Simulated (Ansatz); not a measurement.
# C₂H₆AsN: a ladder of functionals and wavefunction methods

An exercise on one series of results from a longer session: the logs are not shown, and one member is left open.

Method: functionals in def2-TZVPP, the program's frozen cores in correlated methods; program: Ansatz 0.2.0, Gaussian basis.

Plan: PBE-D4, r2SCAN-D4, PBE0-D4, B3LYP-D4, ωB97X-V, ωB97M-V, B2PLYP; CCSD(T)/def2-TZVPP; MP2/def2-QZVPP; extrapolation to the limit.

## The relaxed structure

The geometry comes from an earlier relaxation with PBE0-D4 in a triple-zeta def2 set; it is a stationary point, not always the lowest conformer.

SMILES `CN1C[AsH]1`, 10 atoms, charge 0, spin multiplicity 1.

Atoms are counted from 1 here; the program's logs count them from 0.

Bond lengths: C1–N2 1.444 Å, C1–H5 1.091 Å, C1–H6 1.095 Å, C1–H7 1.102 Å, N2–C3 1.418 Å, N2–As4 1.906 Å, C3–As4 1.971 Å, C3–H8 1.090 Å, C3–H9 1.086 Å, As4–H10 1.539 Å. Angles: N2–C1–H5 109.8°, N2–C1–H6 108.9°, N2–C1–H7 113.0°, H5–C1–H6 108.3°, H5–C1–H7 108.5°, H6–C1–H7 108.3°, C1–N2–C3 116.3°, C1–N2–As4 119.0°, C3–N2–As4 71.0°, N2–C3–As4 66.1°, N2–C3–H8 118.3°, N2–C3–H9 116.5°, As4–C3–H8 115.6°, As4–C3–H9 116.2°, H8–C3–H9 115.2°, N2–As4–C3 42.9°, N2–As4–H10 95.8°, C3–As4–H10 91.2°.

As a file:

```mol
C2H6AsN
  3D, bonds by distance, orders not assigned

 10 10  0  0  0  0  0  0  0  0999 V2000
   -1.0586    0.4617   -0.4355 C   0  0
   -0.3008   -0.7335   -0.1466 N   0  0
    0.6233   -0.6470    0.9255 C   0  0
    1.4683   -0.8957   -0.8380 As  0  0
   -1.4427    0.4187   -1.4558 H   0  0
   -1.9113    0.5161    0.2501 H   0  0
   -0.4664    1.3839   -0.3235 H   0  0
    0.7846    0.3251    1.3923 H   0  0
    0.6625   -1.4969    1.6004 H   0  0
    1.7239    0.6163   -0.9660 H   0  0
  1  2  8  0
  2  3  8  0
  3  4  8  0
  1  5  8  0
  1  6  8  0
  1  7  8  0
  3  8  8  0
  3  9  8  0
  4 10  8  0
  2  4  8  0
M  END
```

The first run:

The input, in.yaml:

```yaml
crystal:
  periodic: [false, false, false]
  atoms:
    - {symbol: C, position_ang: [-1.058577, 0.461687, -0.435466]}
    - {symbol: N, position_ang: [-0.300780, -0.733540, -0.146627]}
    - {symbol: C, position_ang: [0.623346, -0.646980, 0.925530]}
    - {symbol: As, position_ang: [1.468347, -0.895747, -0.838046]}
    - {symbol: H, position_ang: [-1.442708, 0.418713, -1.455774]}
    - {symbol: H, position_ang: [-1.911258, 0.516111, 0.250136]}
    - {symbol: H, position_ang: [-0.466386, 1.383900, -0.323506]}
    - {symbol: H, position_ang: [0.784639, 0.325150, 1.392322]}
    - {symbol: H, position_ang: [0.662470, -1.496889, 1.600354]}
    - {symbol: H, position_ang: [1.723909, 0.616297, -0.966022]}
basis:
  gaussian: {orbitals: def2-TZVPP}
hamiltonian: {xc: pbe, dispersion: d4}
output: {forces: true, orbitals: {seedname: orbitals}}
```

Launch:

```sh
> ansatz run in.yaml --threads 4 --pin off --events-out ev --progress --plain --max-ram 10444MiB
```

Among the steps run: PBE-D4 (GGA); r2SCAN-D4 (meta-GGA); PBE0-D4 (hybrid); B3LYP-D4 (hybrid); ωB97X-V (range-separated); ωB97M-V (range-separated); B2PLYP (double hybrid); CCSD(T) in def2-TZVPP; MP2 in def2-QZVPP.

One table of the session follows, with a row left open; its other results are not shown here.

It belongs to the step «Atomisation energies». 

```
            method  atomisation energy (kJ/mol)
            PBE-D4                       3576.7
         r2SCAN-D4                       3472.7
           PBE0-D4                       3489.0
          B3LYP-D4                       3490.2
           ωB97X-V                       3493.1
           ωB97M-V                       3477.1
            B2PLYP                       3437.7
     HF/def2-TZVPP                       2330.8
    MP2/def2-TZVPP                       3404.7
   CCSD/def2-TZVPP                            ?
CCSD(T)/def2-TZVPP                       3368.0
           MP2/CBS                       3503.9
       CCSD(T)/CBS                       3467.2
```

Q: Estimate the row for CCSD/def2-TZVPP from the others.

As computed: atomisation energy (kJ/mol): 3301.2. In the column «atomisation energy (kJ/mol)» it lies between HF/def2-TZVPP (2330.8) and CCSD(T)/def2-TZVPP (3368.0).

Limits of these values: Free atoms (2 C, 1 N, 1 As, 6 H) were run apart at each level; the atomisation energy is their sum less the molecule, without zero-point or spin-orbit terms.
